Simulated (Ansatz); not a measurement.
# CH₈B₂N₂: one species, many methods

One table from this session's results is given with a row withheld; the runs are named, their logs left out.

Method: functionals in def2-TZVPP, the program's frozen cores in correlated methods; program: Ansatz 0.2.0, Gaussian basis.

The runs, in order: PBE-D4, r2SCAN-D4, PBE0-D4, B3LYP-D4, ωB97X-V, ωB97M-V, B2PLYP; CCSD(T)/def2-TZVPP; MP2/def2-QZVPP; extrapolation to the limit.

## Structure used throughout

The geometry comes from an earlier relaxation with PBE0-D4 in a triple-zeta def2 set; it is a stationary point, not always the lowest conformer.

SMILES `CBNBN`, 13 atoms, charge 0, spin multiplicity 1.

Atoms are counted from 1 here; the program's logs count them from 0.

Bond lengths: C1–B2 1.566 Å, C1–H6 1.096 Å, C1–H7 1.094 Å, C1–H8 1.096 Å, B2–N3 1.407 Å, B2–H9 1.205 Å, N3–B4 1.447 Å, N3–H10 1.010 Å, B4–N5 1.394 Å, B4–H11 1.199 Å, N5–H12 1.006 Å, N5–H13 1.003 Å. Angles: B2–C1–H6 110.2°, B2–C1–H7 114.4°, B2–C1–H8 110.3°, H6–C1–H7 108.1°, H6–C1–H8 105.2°, H7–C1–H8 108.1°, C1–B2–N3 122.7°, C1–B2–H9 119.4°, N3–B2–H9 117.8°, B2–N3–B4 129.0°, B2–N3–H10 116.3°, B4–N3–H10 114.7°, N3–B4–N5 122.4°, N3–B4–H11 118.8°, N5–B4–H11 118.8°, B4–N5–H12 123.4°, B4–N5–H13 122.1°, H12–N5–H13 114.5°.

The first run:

in.yaml reads:

```yaml
crystal:
  periodic: [false, false, false]
  atoms:
    - {symbol: C, position_ang: [-2.058786, -0.854655, -0.530021]}
    - {symbol: B, position_ang: [-0.652326, -0.170691, -0.455551]}
    - {symbol: N, position_ang: [0.140370, -0.185239, 0.706520]}
    - {symbol: B, position_ang: [1.445691, 0.398149, 0.926247]}
    - {symbol: N, position_ang: [2.128726, 1.096609, -0.068844]}
    - {symbol: H, position_ang: [-2.825989, -0.116732, -0.790593]}
    - {symbol: H, position_ang: [-2.368410, -1.354457, 0.392062]}
    - {symbol: H, position_ang: [-2.080512, -1.591285, -1.340889]}
    - {symbol: H, position_ang: [-0.218085, 0.396181, -1.425766]}
    - {symbol: H, position_ang: [-0.246675, -0.666181, 1.505600]}
    - {symbol: H, position_ang: [1.958874, 0.276752, 2.003280]}
    - {symbol: H, position_ang: [1.763356, 1.238418, -0.994922]}
    - {symbol: H, position_ang: [3.034165, 1.498432, 0.087578]}
basis:
  gaussian: {orbitals: def2-TZVPP}
hamiltonian: {xc: pbe, dispersion: d4}
output: {forces: true, orbitals: {seedname: orbitals}}
```

Command:

```
$ ansatz run in.yaml --threads 4 --pin off --events-out ev --progress --plain --max-ram 10444MiB
```

Steps of the session up to this table: PBE-D4 (GGA); r2SCAN-D4 (meta-GGA); PBE0-D4 (hybrid); B3LYP-D4 (hybrid); ωB97X-V (range-separated); ωB97M-V (range-separated); B2PLYP (double hybrid); CCSD(T) in def2-TZVPP; MP2 in def2-QZVPP.

One of the session's tables, all rows but one given; the rest of the session is left out.

```
            method  atoms, summed (eV)  atomisation energy (kcal/mol)
            PBE-D4           -5444.382                         1239.3
         r2SCAN-D4           -5449.566                         1217.4
           PBE0-D4           -5446.028                         1221.0
          B3LYP-D4           -5453.502                         1224.7
           ωB97X-V                   ?                              ?
           ωB97M-V           -5449.998                         1222.9
            B2PLYP           -5448.412                         1208.9
     HF/def2-TZVPP           -5430.335                          907.4
    MP2/def2-TZVPP           -5439.664                         1195.9
   CCSD/def2-TZVPP           -5442.223                         1165.3
CCSD(T)/def2-TZVPP           -5442.473                         1180.1
           MP2/CBS           -5441.257                         1225.5
       CCSD(T)/CBS           -5444.066                         1209.8
```

Estimate the missing values for ωB97X-V.

As computed: atoms, summed (eV): -5451.275; atomisation energy (kcal/mol): 1218.4. In the column «atoms, summed (eV)» it lies between B3LYP-D4 (-5453.502) and ωB97M-V (-5449.998).

To keep in mind: Free atoms (1 C, 2 B, 2 N, 8 H) were run apart at each level; the atomisation energy is their sum less the molecule, without zero-point or spin-orbit terms.
